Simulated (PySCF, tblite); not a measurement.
**C6H9ClSi: geometry, infrared bands and NMR shifts**

What infrared bands and NMR shifts should C6H9ClSi (`C=C/C=C(/C=C)[SiH2]Cl`) show?

Computed with tblite 0.8.0 and PySCF 2.14.0, with density-fitted response routines of our own, on a single molecule in the gas phase. Atoms are numbered from 0 throughout.

### 1 The molecule as given

17 atoms, charge 0, multiplicity 1; geometry from: force field or distance geometry start.

Bonds of the start (Å): C0–C1 1.34, C1–C2 1.44, C2–C3 1.36, C3–C4 1.47, C4–C5 1.34, C3–Si6 1.87, Si6–Cl7 2.05, C0–H8 1.08, C0–H9 1.08, C1–H10 1.09, C2–H11 1.10, C4–H12 1.09, C5–H13 1.08, C5–H14 1.09, Si6–H15 1.50, Si6–H16 1.49.

### 2 Optimising the geometry with GFN2-xTB

Job settings and geometry (Å):

```
{"job": {"kind": "relax", "xc": "GFN2-xTB", "basis": "xTB"}, "charge": 0, "multiplicity": 1}
C      2.845100    -0.593800    -1.328600
C      1.963200    -0.127200    -0.427500
C      0.561100    -0.444500    -0.461400
C     -0.431000    -0.061200     0.382600
C     -1.790400    -0.547000     0.100700
C     -2.968100    -0.141500     0.596100
Si    -0.147800     0.944800     1.934400
Cl    -0.296900     2.881600     1.288200
H      3.894200    -0.335800    -1.261700
H      2.528600    -1.226800    -2.149800
H      2.353100     0.501100     0.371900
H      0.270900    -1.050200    -1.328500
H     -1.856800    -1.326300    -0.656800
H     -3.881900    -0.599700     0.249300
H     -3.076900     0.655700     1.336700
H     -1.187300     0.723100     2.994300
H      1.213900     0.759600     2.509900
```

The run is started by

```console
> OMP_NUM_THREADS=1 python probes_run.py task.json out
```

One launch serves the whole session: the jobs run in the order shown.

**Question.** This job is followed by: GFN2-xTB harmonic vibrations, gas phase; GIAO PBE0/pcSseg-1 NMR shielding, non-relativistic, gas phase. Predict these results of the whole session: strongest single infrared mode (GFN2-xTB); zero-point energy (GFN2-xTB); 13C shifts against TMS (PBE0/pcSseg-1); 1H shifts against TMS (PBE0/pcSseg-1, means over atoms taken as alike); 29Si shifts against TMS (PBE0/pcSseg-1); 35Cl shifts against HCl (PBE0/pcSseg-1).

As calculated:

```
                                                              quantity                                               value
                             strongest single infrared mode (GFN2-xTB)                                702 cm⁻¹, 485 km/mol
                                          zero-point energy (GFN2-xTB)                                       77.7 kcal/mol
                                13C shifts against TMS (PBE0/pcSseg-1)        156.5, 149.9, 144.6, 143.6, 131.2, 124.8 ppm
1H shifts against TMS (PBE0/pcSseg-1, means over atoms taken as alike)  7.15, 6.88, 6.67, 5.80, 5.78, 5.77, 5.59, 5.47 ppm
                               29Si shifts against TMS (PBE0/pcSseg-1)                                           -33.3 ppm
                               35Cl shifts against HCl (PBE0/pcSseg-1)                                             -49 ppm
```

Over 48 steps the energy fell by 0.112 eV; of the close pairs, Si6–H15 changed most, 1.501 to 1.461 Å. No mode is imaginary among the 45: a minimum at this level. The strongest single mode, at 702 cm⁻¹, moves mainly H16 and H15. Unscaled tight-binding wavenumbers are off by several per cent, some by more. Its intensities can rank the bands wrongly. At PBE0/pcSseg-1: The widest tensor belongs to C1: span 230 ppm, with a paramagnetic part of -214 ppm.
